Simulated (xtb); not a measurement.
# GFN0-xTB (coordinate dihedral, coordinate atoms (8, 3, 2, 1), force constant 1 in the program's units, held value 125.3 degree) run of CH5ClFSi2 (SMILES F[SiH]C[SiH2]Cl)

Wanted: a geometry optimisation of CH5ClFSi2. 

Program for the calculation: xtb 6.7.1.

7 further runs of the same task are left out: 1 for a known fault of the program, 2 that didn't finish, 4 set aside as unsound or not needed.

## Step 1: The molecule

The species is CH5ClFSi2 (10 atoms), meant as a doublet with charge 0. As SMILES, `F[SiH]C[SiH2]Cl`. The shape was relaxed beforehand at GFN2-xTB. This is one conformer, not always the lowest. The run starts from this shape.

Bond lengths: F1–Si2 1.633 Å, Si2–C3 1.895 Å, C3–Si4 1.897 Å, Si4–Cl5 2.017 Å, Si2–H6 1.453 Å, C3–H7 1.093 Å, C3–H8 1.091 Å, Si4–H9 1.461 Å, Si4–H10 1.461 Å. Some angles: F1–Si2–C3 106.3°, Si2–C3–Si4 113.5°, C3–Si4–Cl5 109.6°, F1–Si2–H6 102.1°, C3–Si2–H6 117.0°, Si2–C3–H7 107.6°, Si2–C3–H8 110.0°, Si4–C3–H7 109.9°, Si4–C3–H8 109.5°, C3–Si4–H9 109.9°.

## Step 2: A structure relaxation at GFN0-xTB (coordinate dihedral, coordinate atoms (8, 3, 2, 1), force constant 1 in the program's units, held value 125.3 degree)

File xtb.inp:

```
$constrain
   force constant=1
   dihedral: 8, 3, 2, 1, 125.3
$end
```

File mol.coord:

```
$coord
     -4.024889878318     -4.086519516420      0.823115567008  f
     -2.713376484127     -1.919557341229     -0.939067272289  si
     -0.485455523607     -0.102115130596      1.195525784114  c
      1.861712824554      1.935971502348     -0.589762736508  si
      4.236314326867      3.608998952810      1.878486033636  cl
     -1.577036922236     -3.416783570318     -2.941542016414  h
      0.522242822075     -1.476316409520      2.364062499716  h
     -1.562108085852      1.071480381841      2.505041737791  h
      0.522847534435      3.902065239122     -1.989634055109  h
      3.376972710050      0.386021914382     -2.300745336184  h
$end
```

On the command line:

```bash
$ xtb mol.coord --gfn 0 -c 0 -u 1 -I xtb.inp -v --opt > mol.out 2> xtb.err
```

**Question.** What will come out? Wanted: total energy at the end; dipole moment; HOMO energy; LUMO energy; dispersion energy; mean polarisability.

Answer, from the run:

At GFN0-xTB (coordinate dihedral, coordinate atoms (8, 3, 2, 1), force constant 1 in the program's units, held value 125.3 degree):

| quantity | value |
| --- | --- |
| total energy at the end | -16.66719 Eh |
| dipole moment | 5.40 D |
| HOMO energy (partly filled) | -10.54 eV |
| LUMO energy | -7.80 eV |
| dispersion energy | -7.73 kJ/mol |
| mean polarisability (D4 model) | 98.0 bohr³ |

At the final geometry: Bond lengths: F1–Si2 1.613 Å, Si2–C3 1.774 Å, Si4–Cl5 2.008 Å, Si2–H6 1.410 Å, C3–H7 1.099 Å, Si4–H8 1.461 Å, Si4–H9 1.458 Å, Si4–H10 1.462 Å. Angles: F1–Si2–C3 125.4°, F1–Si2–H6 110.8°, C3–Si2–H6 123.7°, Si2–C3–H7 111.4°, Cl5–Si4–H8 112.0°, Cl5–Si4–H9 111.8°, Cl5–Si4–H10 108.2°, H8–Si4–H9 111.3°, H8–Si4–H10 106.4°, H9–Si4–H10 106.7°.
